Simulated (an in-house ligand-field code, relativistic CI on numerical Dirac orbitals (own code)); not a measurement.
# d5 in a ligand field: terms against the cubic field

Which terms of d5 lie lowest for given Racah parameters and ligand field?

Program: an in-house ligand-field code version 1. Level of theory: parametric ligand-field model of a d^n configuration (Racah B and C, spin-orbit zeta, crystal field), exact diagonalisation. These are calculated values, not measurements, unless marked.

### 1 Starting point

| Quantity | Value |
| --- | --- |
| shell | d5 |
| set 1 (cm⁻¹) | B = 900, C = 3840, Oh, 10Dq = 15300 |
| set 2 (cm⁻¹) | B = 900, C = 3840, Oh, 10Dq = 17100 |
| set 3 (cm⁻¹) | B = 900, C = 3840, Oh, 10Dq = 18900 |
| set 4 (cm⁻¹) | B = 900, C = 3840, Oh, 10Dq = 20700 |
| set 5 (cm⁻¹) | B = 900, C = 3840, Oh, 10Dq = 22500 |
| set 6 (cm⁻¹) | B = 900, C = 3840, Oh, 10Dq = 24300 |
| set 7 (cm⁻¹) | B = 900, C = 3840, Oh, 10Dq = 26100 |
| set 8 (cm⁻¹) | B = 900, C = 3840, Oh, 10Dq = 27900 |

### 2 Set 1

Settings of the run:

```ini
n = 5
racah_B = 900  # cm-1
racah_C = 3840  # cm-1
zeta = 0  # cm-1
symmetry = Oh
field = {"10Dq": 15300}  # cm-1
```

### 3 Set 2

Settings of the run:

```ini
n = 5
racah_B = 900  # cm-1
racah_C = 3840  # cm-1
zeta = 0  # cm-1
symmetry = Oh
field = {"10Dq": 17100}  # cm-1
```

### 4 Set 3

Settings of the run:

```ini
n = 5
racah_B = 900  # cm-1
racah_C = 3840  # cm-1
zeta = 0  # cm-1
symmetry = Oh
field = {"10Dq": 18900}  # cm-1
```

### 5 Set 4

Settings of the run:

```ini
n = 5
racah_B = 900  # cm-1
racah_C = 3840  # cm-1
zeta = 0  # cm-1
symmetry = Oh
field = {"10Dq": 20700}  # cm-1
```

### 6 Set 5

Settings of the run:

```ini
n = 5
racah_B = 900  # cm-1
racah_C = 3840  # cm-1
zeta = 0  # cm-1
symmetry = Oh
field = {"10Dq": 22500}  # cm-1
```

### 7 Set 6

Settings of the run:

```ini
n = 5
racah_B = 900  # cm-1
racah_C = 3840  # cm-1
zeta = 0  # cm-1
symmetry = Oh
field = {"10Dq": 24300}  # cm-1
```

### 8 Set 7

Settings of the run:

```ini
n = 5
racah_B = 900  # cm-1
racah_C = 3840  # cm-1
zeta = 0  # cm-1
symmetry = Oh
field = {"10Dq": 26100}  # cm-1
```

### 9 Set 8

Settings of the run:

```ini
n = 5
racah_B = 900  # cm-1
racah_C = 3840  # cm-1
zeta = 0  # cm-1
symmetry = Oh
field = {"10Dq": 27900}  # cm-1
```

(Steps that only read results are left out.)

Q: Predict the outcome of this session. Wanted: lowest terms; sets at their largest spin, of those that allow S over 1.

The runs gave:

| set | 10Dq/B (size) | lowest | S | electrons in z² and x²-y² | first level of the same spin (cm⁻¹) |
| --- | --- | --- | --- | --- | --- |
| 1: Oh | 17.0 | 6A1 | 2.50 | 2.00 | - |
| 2: Oh | 19.0 | 6A1 | 2.50 | 2.00 | - |
| 3: Oh | 21.0 | 6A1 | 2.50 | 2.00 | - |
| 4: Oh | 23.0 | 6A1 | 2.50 | 2.00 | - |
| 5: Oh | 25.0 | 6A1 | 2.50 | 2.00 | - |
| 6: Oh | 27.0 | 6A1 | 2.50 | 2.00 | - |
| 7: Oh | 29.0 | 2T2 | 0.50 | 0.06 | 2A2 21724 |
| 8: Oh | 31.0 | 2T2 | 0.50 | 0.06 | 2A2 23448 |

```
                                                quantity                                                           value
                                            lowest terms  1: 6A1, 2: 6A1, 3: 6A1, 4: 6A1, 5: 6A1, 6: 6A1, 7: 2T2, 8: 2T2
sets at their largest spin, of those that allow S over 1                                                1, 2, 3, 4, 5, 6
```

The ground state turns from 6A1 to 2T2 between |10Dq|/B = 27.0 and 29.0, at C/B = 4.27. B, C and the field are free parameters here, not those of a compound.
